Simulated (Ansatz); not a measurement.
# GeH4Br (doublet): wave-function methods side by side at distance Ge1–H5 along a hydrogen transfer = 1.733 Å, cc-pVDZ

Aim: climb from Hartree-Fock through coupled cluster and multireference methods for GeH4Br (doublet) at one geometry and basis, and see what each rung misses.

Computed with Ansatz 0.2.0, Gaussian basis. Level: cc-pVDZ, core rule «outside noble gas», up to 28 orbitals frozen.

Plan: UHF; CCSD(T) on ROHF; CCSD(T) on UHF; BCCD(T) on ROHF; CISD; CCSDT(Q) on ROHF; CCSDT(Q) on UHF; CASSCF and MRCISD+Q, 3 electrons in 3 orbitals; CASSCF and NEVPT2, 3 electrons in 3 orbitals; CASSCF and MRCISD+Q, 15 electrons in 12 orbitals; CASSCF and NEVPT2, 15 electrons in 12 orbitals.

### Step 1. The system

The geometry derives from fragments relaxed apart (PBE0/def2-TZVP) and kept rigid, so it is no stationary point. A hydrogen atom is moved between rigid fragments. No spin-orbit coupling is included. The filled d shell of Ge, Br may be among the frozen orbitals whatever the setting's name suggests; the logs give the count.

6 atoms, charge 0, spin multiplicity 2.

Atoms are counted from 1 here; the program's logs count them from 0.

Bond lengths: Ge1–H2 1.534 Å, Ge1–H3 1.534 Å, Ge1–H4 1.534 Å, Ge1–H5 1.733 Å, H5–Br6 1.794 Å. Angles: H2–Ge1–H3 109.5°, H2–Ge1–H4 109.5°, H2–Ge1–H5 109.5°, H3–Ge1–H4 109.5°, H3–Ge1–H5 109.5°, H4–Ge1–H5 109.5°, Ge1–H5–Br6 180.0°.

### Step 2. UHF

File in.yaml:

```yaml
crystal:
  periodic: [false, false, false]
  atoms:
    - {symbol: Ge, position_ang: [-1.801183, 0.000000, 0.000000]}
    - {symbol: H, position_ang: [-2.312633, 1.446599, 0.000000]}
    - {symbol: H, position_ang: [-2.312633, -0.723300, 1.252792]}
    - {symbol: H, position_ang: [-2.312633, -0.723299, -1.252791]}
    - {symbol: H, position_ang: [-0.068183, 0.000000, 0.000000]}
    - {symbol: Br, position_ang: [1.725817, 0.000000, 0.000000]}
basis:
  gaussian: {orbitals: cc-pVDZ}
magnetization: {spin_polarized: true, initial_magnetization: 1}
hamiltonian: {xc: hf}
output: {orbitals: {seedname: orbitals}}
```

Run with:

```
ansatz run in.yaml --threads 1 --pin off --events-out ev --progress --plain --max-ram 2816MiB --backend cpu
```

After this run come: CCSD(T) on ROHF; CCSD(T) on UHF; BCCD(T) on ROHF; CISD; CCSDT(Q) on ROHF; CCSDT(Q) on UHF; CASSCF and MRCISD+Q, 3 electrons in 3 orbitals; CASSCF and NEVPT2, 3 electrons in 3 orbitals; CASSCF and MRCISD+Q, 15 electrons in 12 orbitals; CASSCF and NEVPT2, 15 electrons in 12 orbitals.

Before running them: what should the planned runs give, taken together? Wanted: UCCSDT(Q) below the RHF energy; RMP2 from UCCSDT(Q); UMP2 from UCCSDT(Q); RCCSD from UCCSDT(Q); RCCSD(T) from UCCSDT(Q); UCCSD(T) from UCCSDT(Q); RCCSDT(Q) from UCCSDT(Q); NEVPT2 pair from UCCSDT(Q); MRCISD+Q pair from UCCSDT(Q).

**Answer**, as computed:

| quantity | value |
| --- | --- |
| UCCSDT(Q) below the RHF energy | -7.4881 eV |
| RMP2 from UCCSDT(Q) | +29.37 kcal/mol |
| UMP2 from UCCSDT(Q) | +30.34 kcal/mol |
| RCCSD from UCCSDT(Q) | +3.95 kcal/mol |
| RCCSD(T) from UCCSDT(Q) | +0.82 kcal/mol |
| UCCSD(T) from UCCSDT(Q) | +0.79 kcal/mol |
| RCCSDT(Q) from UCCSDT(Q) | +0.04 kcal/mol |
| NEVPT2 pair from UCCSDT(Q) | +28.64 kcal/mol |
| MRCISD+Q pair from UCCSDT(Q) | +1.42 kcal/mol |
| NEVPT2 valence from UCCSDT(Q) | +32.81 kcal/mol |
| levels within 1 kcal/mol (43 meV) | RCCSD(T), UCCSD(T), BCCD(T), RCCSDT, UCCSDT, RCCSDT(Q), MRCISD+Q valence |
| T1 diagnostic | 0.019 |
| effectively unpaired electrons | 1.02 |

RCCSD(T) lands +0.82 kcal/mol from the yardstick (0.5 % of the correlation energy). One determinant dominates. Of the multireference levels listed MRCISD+Q valence comes nearest in total energy (+0.80 kcal/mol), which doesn't show that its space is the better one. These misses are within one basis, not against nature; the frozen cores of restricted and unrestricted runs differ, which can shift their rows.
